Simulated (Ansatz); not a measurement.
# C₄H₆BCl: one species, many methods

One table from this session's results is given with a row withheld; the runs are named, their logs left out.

Computed with Ansatz 0.2.0, Gaussian basis. Level: functionals in def2-TZVPP, the program's frozen cores in correlated methods.

The runs, in order: PBE-D4, r2SCAN-D4, PBE0-D4, B3LYP-D4, ωB97X-V, ωB97M-V, B2PLYP; CCSD(T)/def2-TZVPP; MP2/def2-QZVPP; extrapolation to the limit.

**The geometry**

All runs share one geometry, relaxed beforehand with PBE0-D4 in a triple-zeta def2 set.

SMILES `B/C=C(\Cl)C=C`, 12 atoms, charge 0, spin multiplicity 1.

Atoms are counted from 1 here; the program's logs count them from 0.

Bond lengths: B1–C2 1.527 Å, B1–H7 1.193 Å, B1–H8 1.196 Å, C2–C3 1.352 Å, C2–H9 1.089 Å, C3–Cl4 1.725 Å, C3–C5 1.452 Å, C5–C6 1.331 Å, C5–H10 1.086 Å, C6–H11 1.083 Å, C6–H12 1.083 Å. Angles: C2–B1–H7 121.4°, C2–B1–H8 119.2°, H7–B1–H8 119.4°, B1–C2–C3 127.6°, B1–C2–H9 119.5°, C3–C2–H9 112.9°, C2–C3–Cl4 121.5°, C2–C3–C5 122.5°, Cl4–C3–C5 116.0°, C3–C5–C6 126.4°, C3–C5–H10 113.8°, C6–C5–H10 119.9°, C5–C6–H11 121.7°, C5–C6–H12 120.6°, H11–C6–H12 117.7°.

Set-up of the first run:

Input file in.yaml:

```yaml
crystal:
  periodic: [false, false, false]
  atoms:
    - {symbol: B, position_ang: [-2.572838, 0.082504, 0.005278]}
    - {symbol: C, position_ang: [-1.118057, 0.487047, -0.224635]}
    - {symbol: C, position_ang: [-0.006622, -0.208530, 0.105369]}
    - {symbol: Cl, position_ang: [-0.102694, -1.746555, 0.880804]}
    - {symbol: C, position_ang: [1.332414, 0.284098, -0.166282]}
    - {symbol: C, position_ang: [2.474849, -0.333759, 0.124448]}
    - {symbol: H, position_ang: [-2.854842, -0.951708, 0.529726]}
    - {symbol: H, position_ang: [-3.446750, 0.819111, -0.348414]}
    - {symbol: H, position_ang: [-0.895975, 1.437967, -0.706928]}
    - {symbol: H, position_ang: [1.351234, 1.254020, -0.654665]}
    - {symbol: H, position_ang: [2.490493, -1.301163, 0.610995]}
    - {symbol: H, position_ang: [3.425889, 0.121866, -0.121594]}
basis:
  gaussian: {orbitals: def2-TZVPP}
hamiltonian: {xc: pbe, dispersion: d4}
output: {forces: true, orbitals: {seedname: orbitals}}
```

Command:

```bash
$ ansatz run in.yaml --threads 4 --pin off --events-out ev --progress --plain --max-ram 10444MiB
```

Among the steps run: PBE-D4 (GGA); r2SCAN-D4 (meta-GGA); PBE0-D4 (hybrid); B3LYP-D4 (hybrid); ωB97X-V (range-separated); ωB97M-V (range-separated); B2PLYP (double hybrid); CCSD(T) in def2-TZVPP; MP2 in def2-QZVPP.

One table of the session follows, with a row left open; its other results are not shown here.

| method | atomisation energy (kJ/mol) |
| --- | --- |
| PBE-D4 | 5049.2 |
| r2SCAN-D4 | 4934.4 |
| PBE0-D4 | 4958.1 |
| B3LYP-D4 | 4908.7 |
| ωB97X-V | 4886.1 |
| ωB97M-V | 4907.3 |
| B2PLYP | 4856.1 |
| HF/def2-TZVPP | ? |
| MP2/def2-TZVPP | 4871.6 |
| CCSD/def2-TZVPP | 4675.6 |
| CCSD(T)/def2-TZVPP | 4761.0 |
| MP2/CBS | 4983.6 |
| CCSD(T)/CBS | 4873.0 |

Estimate the missing values for HF/def2-TZVPP.

As computed: atomisation energy (kJ/mol): 3658.7. In the column «atomisation energy (kJ/mol)» it is the lowest.
